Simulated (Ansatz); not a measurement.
# BBrF2: the cost of one run

Computed with Ansatz 0.2.0, Gaussian basis. Level: PBE0-D4/def2-TZVP structures, single points in def2-TZVPP, no counterpoise correction.

Levels: SPW92, PBE-D4, BLYP-D4, r2SCAN-D4, B97M-V, PBE0-D4, B3LYP-D4, r2SCAN0-D4, BHLYP-D4, CAM-B3LYP-D4, wB97X-V, wB97M-V, B2PLYP, PBE-QIDH, RPA on PBE, Hartree-Fock, MP2, CCSD, CCSD(T).

Cores are frozen in the correlated methods. Filled d shells of the heavier atoms are correlated. B3LYP uses VWN-RPA correlation. B2PLYP carries no dispersion term here.

94 further runs of the same task are left out: 94 set aside as unsound or not needed.

## Step 1: Starting geometry

The complex: 6 atoms, charge 0, spin multiplicity 1.

Atoms are counted from 1 here; the program's logs count them from 0.

Bond lengths: B1–Br2 1.921 Å, B1–F3 1.307 Å, B1–F4 1.307 Å, H5–F6 0.923 Å. Angles: Br2–B1–F3 119.7°, Br2–B1–F4 119.7°, F3–B1–F4 120.3°.

Coordinates:

```xyz
6

B    -0.85729   -0.20471    0.18921
Br   -0.04834    0.05262    1.91239
F    -0.91015   -1.40301   -0.32882
F    -1.45181    0.79671   -0.40303
H     1.91521    0.46053   -0.32804
F     1.35237    0.29786   -1.04171
```

Its parts: BBrF₂ holds atoms 1, 2, 3, 4; HF holds atoms 5, 6. Each part counts its atoms afresh in its own runs.

## Step 2: Relaxing BBrF₂ alone

Contents of relax-a/in.yaml:

```yaml
crystal:
  periodic: [false, false, false]
  atoms:
    - {symbol: B, position_ang: [-0.857287, -0.204714, 0.189213]}
    - {symbol: Br, position_ang: [-0.048335, 0.052622, 1.912388]}
    - {symbol: F, position_ang: [-0.910150, -1.403010, -0.328816]}
    - {symbol: F, position_ang: [-1.451808, 0.796709, -0.403034]}
basis:
  gaussian: {orbitals: def2-TZVP}
hamiltonian: {xc: pbe0, dispersion: d4}
relax: {f_tol: 0.005, max_steps: 200}
```

On the command line:

```
> ansatz run in.yaml --threads 4 --pin off --events-out ev --progress --plain --max-ram 9574MiB
```

**Question.** How long does this run take on 4 threads of Arm Neoverse V1, shared host?

About 10 s.
